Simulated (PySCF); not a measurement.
# CoNF2: structure of the singlet

Aim: relax CoNF2 as a singlet from a T-shaped (ligand arrangement 1) start, check by its vibrations whether the end is a minimum, and collect its spectrum and constants.

Computed with PySCF 2.14.0. Level: PBE0, basis Co def2-TZVP, N def2-TZVP, F def2-TZVP, no relativity, density fitting.

### 1 Where the work starts

4 atoms, charge 0, spin multiplicity 1.

Bond lengths: Co1–N2 1.630 Å, Co1–F3 1.750 Å, Co1–F4 1.750 Å. Angles: N2–Co1–F3 88.0°, N2–Co1–F4 176.0°, F3–Co1–F4 88.0°.

```xyz
4
charge 0 multiplicity 1
Co    0.0000    0.0000    0.0000
N    -1.6290    0.0000    0.0569
F     0.0000    0.0000    1.7500
F     1.7489    0.0000    0.0611
```

### 2 First SCF at the start

One driver script runs all steps and calls PySCF; scf.py shows how it sets up the SCF of each step. The optimiser is the driver's own. After this first run the driver tries any further starts and a stability analysis.

File scf.py:

```python
from pyscf import gto, scf, dft
mol = gto.M(atom='''
Co     0.000000     0.000000     0.000000
N     -1.629000     0.000000     0.056900
F      0.000000     0.000000     1.750000
F      1.748900     0.000000     0.061100''',
    basis={'Co': 'def2-TZVP', 'N': 'def2-TZVP', 'F': 'def2-TZVP'},
    charge=0, spin=0)
mf = dft.RKS(mol, xc='PBE0')
mf.grids.atom_grid = (50, 194)
aux = {'Co': 'def2-universal-JKFIT', 'N': 'def2-universal-JKFIT', 'F': 'def2-universal-JKFIT'}
mf = mf.density_fit(auxbasis=aux)
mf.conv_tol = 1e-08
mf.diis_space = 10
mf.max_cycle = 60
mf.init_guess = 'minao'
mf.verbose = 4
mf.kernel()
```

Launch:

```console
$ OMP_NUM_THREADS=4 python axn.py task.json out
```

Log (excerpt; [...] marks lines left out):

```text
[... the frontier levels of the middle cycles are left out ...]
init E= -1635.6659440436
  HOMO = 0.185355362487836  LUMO = 0.193587155005147  gap/eV = 0.22400
cycle= 1 E= -1619.72510194745  delta_E= 15.9  |g|= 8.06  |ddm|= 35.1
  HOMO = -1.14247213771863  LUMO = -1.12695358822832  gap/eV = 0.42228
cycle= 2 E= -1545.1469162867  delta_E= 74.6  |g|= 23.7  |ddm|= 36.8
  HOMO = -0.897787102105257  LUMO = -0.792889342446082  gap/eV = 2.85441
cycle= 3 E= -1612.89546858985  delta_E= -67.7  |g|= 13.8  |ddm|= 10.4
cycle= 4 E= -1613.26838852116  delta_E= -0.373  |g|= 12.5  |ddm|= 4.87
cycle= 5 E= -1623.16930609026  delta_E= -9.9  |g|= 9.81  |ddm|= 6.25
cycle= 6 E= -1630.77993549936  delta_E= -7.61  |g|= 6.77  |ddm|= 3.58
cycle= 7 E= -1632.06332996676  delta_E= -1.28  |g|= 5.67  |ddm|= 1.36
cycle= 8 E= -1630.8982640109  delta_E= 1.17  |g|= 6.29  |ddm|= 1.89
cycle= 9 E= -1632.60674709296  delta_E= -1.71  |g|= 5.18  |ddm|= 2.11
cycle= 10 E= -1633.35183028944  delta_E= -0.745  |g|= 4.77  |ddm|= 0.585
cycle= 11 E= -1634.04144324844  delta_E= -0.69  |g|= 4.64  |ddm|= 0.718
cycle= 12 E= -1620.7375330322  delta_E= 13.3  |g|= 8.09  |ddm|=   17
cycle= 13 E= -1631.80263135474  delta_E= -11.1  |g|= 5.75  |ddm|=   17
cycle= 14 E= -1633.03140626264  delta_E= -1.23  |g|= 5.04  |ddm|= 0.445
[... 6 cycles left out ...]
cycle= 21 E= -1636.65029150571  delta_E= -0.593  |g|= 0.422  |ddm|= 0.621
cycle= 22 E= -1636.65012839613  delta_E= 0.000163  |g|= 0.409  |ddm|= 0.189
cycle= 23 E= -1636.66751235962  delta_E= -0.0174  |g|= 0.197  |ddm|= 0.184
cycle= 24 E= -1636.67209452915  delta_E= -0.00458  |g|= 0.0337  |ddm|= 0.0675
cycle= 25 E= -1636.67233709385  delta_E= -0.000243  |g|= 0.00838  |ddm|= 0.023
cycle= 26 E= -1636.67240129184  delta_E= -6.42e-05  |g|= 0.00476  |ddm|= 0.0217
cycle= 27 E= -1636.67241374854  delta_E= -1.25e-05  |g|= 0.00196  |ddm|= 0.00942
cycle= 28 E= -1636.67241686581  delta_E= -3.12e-06  |g|= 0.00151  |ddm|= 0.005
cycle= 29 E= -1636.67241846457  delta_E= -1.6e-06  |g|= 0.00078  |ddm|= 0.00345
cycle= 30 E= -1636.67241949015  delta_E= -1.03e-06  |g|= 0.000336  |ddm|= 0.00395
cycle= 31 E= -1636.67241968726  delta_E= -1.97e-07  |g|= 0.00022  |ddm|= 0.00131
cycle= 32 E= -1636.67241984691  delta_E= -1.6e-07  |g|= 8.95e-05  |ddm|= 0.002
cycle= 33 E= -1636.67241986868  delta_E= -2.18e-08  |g|= 6.32e-05  |ddm|= 0.000678
cycle= 34 E= -1636.67241987261  delta_E= -3.93e-09  |g|= 2.33e-05  |ddm|= 0.000207
  HOMO = -0.35701553987322  LUMO = -0.222280776351419  gap/eV = 3.66632
Extra cycle  E= -1636.67241987045  delta_E= 2.17e-09  |g|= 0.000154  |ddm|= 6.84e-05
converged SCF energy = -1636.67241987045
```

This step, with its further starts and checks, took 15 s on 4 threads of Arm Neoverse V2, shared host.

The starts that the driver tried:

```tsv
start	energy (Eh)
the minimal-basis guess	-1636.672420
a thermally smeared density	-1636.672420
a smeared PBE density	-1636.672420
```

No lower closed-shell solution turned up from the other starts or in the test of internal stability.

### 3 Relaxation: T-shaped (ligand arrangement 1) start, singlet

The program finds Cs symmetry in the start, which this walk keeps. Threshold on the gradient: 0.0003 Eh/bohr, with a further test on the energy change.

Changes to scf.py since step 2:

```diff
@@ -3,4 +3,4 @@
-Co     0.000000     0.000000     0.000000
-N     -1.629000     0.000000     0.056900
-F      0.000000     0.000000     1.750000
-F      1.748900     0.000000     0.061100''',
+Co    -0.093888     0.000000    -0.317352
+N     -1.722888     0.000000    -0.260452
+F     -0.093888     0.000000     1.432648
+F      1.655012     0.000000    -0.256252''',
@@ -16 +15,0 @@
-mf.init_guess = 'minao'
```

Energy and gradient, step by step:

```tsv
step	energy (Eh)	change (kJ/mol)	largest symmetric gradient (Eh/bohr)
0	-1636.672420	0.00	0.10043
1	-1636.695737	-61.22	0.03124
2	-1636.713818	-108.69	0.05791
3	-1636.736419	-168.03	0.03945
4	-1636.741153	-180.46	0.02237
5	-1636.742760	-184.68	0.00797
6	-1636.743099	-185.57	0.01047
7	-1636.743246	-185.95	0.00745
8	-1636.743277	-186.03	0.00220
9	-1636.743285	-186.06	0.00117
10	-1636.743295	-186.08	0.00031
11	-1636.743295	-186.08	0.00009
```

The walk took 21 s.

Geometry (Å) and forces (eV/Å) at some steps:

```
step 0
Co  -0.094   0.000  -0.317  -3.724   0.000   1.342
N   -1.723   0.000  -0.260   5.164   0.000  -0.820
F   -0.094   0.000   1.433  -0.299   0.000   0.417
F    1.655   0.000  -0.256  -1.141   0.000  -0.939
step 1
Co  -0.111   0.000  -0.271  -1.423   0.000   1.559
N   -1.621   0.000  -0.295   1.607   0.000  -1.068
F   -0.129   0.000   1.487   0.014   0.000   0.446
F    1.605   0.000  -0.322  -0.197   0.000  -0.936
step 6
Co  -0.127   0.000   0.121  -0.245   0.000  -0.539
N   -1.352   0.000  -0.671   0.379   0.000   0.305
F   -0.163   0.000   1.814  -0.089   0.000   0.231
F    1.386   0.000  -0.665  -0.044   0.000   0.002
step 11
Co  -0.114   0.000   0.117  -0.004   0.000  -0.004
N   -1.344   0.000  -0.654   0.008   0.000  -0.003
F   -0.187   0.000   1.819  -0.008   0.000   0.001
F    1.389   0.000  -0.684   0.004   0.000   0.006
```

It settles in C2v symmetry, 186.1 kJ/mol below the start, after 11 steps: Co–F 1.703 Å (×2), Co–N 1.452 Å; F–Co–F 120.5°, F–Co–N 119.6°, F–Co–N 119.9°.

### 4 Is it a minimum? Harmonic modes

On the finer grid the gradient is checked again; gradients at displacements of ±0.02 bohr then give force constants and infrared intensities.

Changes to scf.py since step 3:

```diff
@@ -3,4 +3,4 @@
-Co    -0.093888     0.000000    -0.317352
-N     -1.722888     0.000000    -0.260452
-F     -0.093888     0.000000     1.432648
-F      1.655012     0.000000    -0.256252''',
+Co    -0.087186     0.000000    -0.054828
+N     -1.315956     0.000000    -0.827556
+F     -0.166739     0.000000     1.647008
+F      1.412203     0.000000    -0.863782''',
@@ -10 +10 @@
-mf.grids.atom_grid = (50, 194)
+mf.grids.atom_grid = (75, 302)
@@ -13 +13 @@
-mf.conv_tol = 1e-08
+mf.conv_tol = 1e-10
```

The driver hands on the density of the step before, so the log starts near convergence.

Log of the central SCF (cycles and frontier levels):

```text
init E= -1636.7433004033
  HOMO = -0.356352907059457  LUMO = -0.194732721010033  gap/eV = 4.39791
cycle= 1 E= -1636.74330037835  delta_E= 2.5e-08  |g|= 0.00048  |ddm|= 0.000136
  HOMO = -0.356459072327192  LUMO = -0.19477184383852  gap/eV = 4.39973
cycle= 2 E= -1636.74329898854  delta_E= 1.39e-06  |g|= 0.0036  |ddm|= 0.001
  HOMO = -0.356365532551276  LUMO = -0.194735818198811  gap/eV = 4.39817
cycle= 3 E= -1636.74330040355  delta_E= -1.42e-06  |g|= 3.63e-05  |ddm|= 0.00088
  HOMO = -0.356365350967134  LUMO = -0.194736935982849  gap/eV = 4.39813
cycle= 4 E= -1636.74330040377  delta_E= -2.24e-10  |g|= 1.96e-06  |ddm|= 1.74e-05
  HOMO = -0.356365375726326  LUMO = -0.194736858383986  gap/eV = 4.39814
cycle= 5 E= -1636.74330040377  delta_E= 3.64e-12  |g|= 2.84e-07  |ddm|= 9.77e-07
  HOMO = -0.356365328678206  LUMO = -0.1947368615328  gap/eV = 4.39813
Extra cycle  E= -1636.74330040378  delta_E= -9.55e-12  |g|= 2.24e-06  |ddm|= 6.97e-07
converged SCF energy = -1636.74330040378
```

The whole step took 39 s.

Geometry: C2v; Co–F 1.704 Å (×2), Co–N 1.452 Å; F–Co–F 121.0°, F–Co–N 119.5° (×2).

Harmonic modes (main isotopes):

```tsv
symmetry	ω (cm⁻¹)	IR (km/mol)
a1	183	9.2
b1	239	18.7
b2	271	3.1
a1	679	59.6
b2	742	136
a1	1223	73.5
```

No imaginary mode, so this is a minimum.

Constants and moments:

```yaml
Dipole_moment: 2.11 D
Highest_occupied_level: -9.70 eV
Lowest_empty_level: -5.30 eV
Rotational_constants: 0.3064, 0.2017, 0.1216 cm⁻¹
Zero-point_energy: 20.0 kJ/mol
Principal_polarisabilities: 19.2, 32.4, 39.9 bohr³
Atomisation_energy_without_zero-point_energy: 946 kJ/mol
Principal_traceless_quadrupole_moments_about_the_centre_of_mass: -6.60, 2.16, 4.45 D Å
Entropy_at_298.15_K_and_1_bar: 292.4 J/(mol K)
Heat_capacity_Cp_at_298.15_K: 63.3 J/(mol K)
Enthalpy_at_298.15_K_above_0_K: 14.60 kJ/mol
Rotational_symmetry_number: 2
```

Charges (e) and bond orders:

| atom | Mulliken | Löwdin | polar tensor | Mayer order to Co1 |
| --- | --- | --- | --- | --- |
| Co1 | 1.11 | 0.32 | 1.47 | – |
| N2 | -0.23 | 0.09 | -0.30 | 2.63 |
| F3,4 | -0.44 | -0.21 | -0.59 | 0.75 |

Mulliken populations on Co1: s 6.32, p 12.23, d 7.33, f 0.00.

### 5 Stability of the closed shell

At the lowest minimum the closed shell is tested against spin polarisation, on the (50, 194) grid. It is unstable: an open-shell solution lies lower. That solution was not followed to a minimum here.

### 6 What came out

```
                            quantity                                                               value
                             minimum     singlet, C2v (closed shell, unstable towards spin polarisation)
                            geometry  Co–F 1.704 Å (×2), Co–N 1.452 Å; F–Co–F 121.0°, F–Co–N 119.5° (×2)
                  wavenumbers (cm⁻¹)         183 (a1), 239 (b1), 271 (b2), 679 (a1), 742 (b2), 1223 (a1)
                       dipole moment                                                              2.11 D
highest occupied, lowest empty level                                                     -9.70, -5.30 eV
          polar-tensor charge of Co1                                                             +1.47 e
                   zero-point energy                                                         20.0 kJ/mol
```

**Reading.** From Cs at the start the molecule goes to a C2v minimum. The strongest infrared band lies at 742 cm⁻¹ (b2, stretch). Only this shape and spin were tried, so other structures or states may lie lower. The closed shell proved unstable towards spin polarisation, so a lower open-shell solution exists.

The search up to here took 83 s on 4 threads of Arm Neoverse V2, shared host.
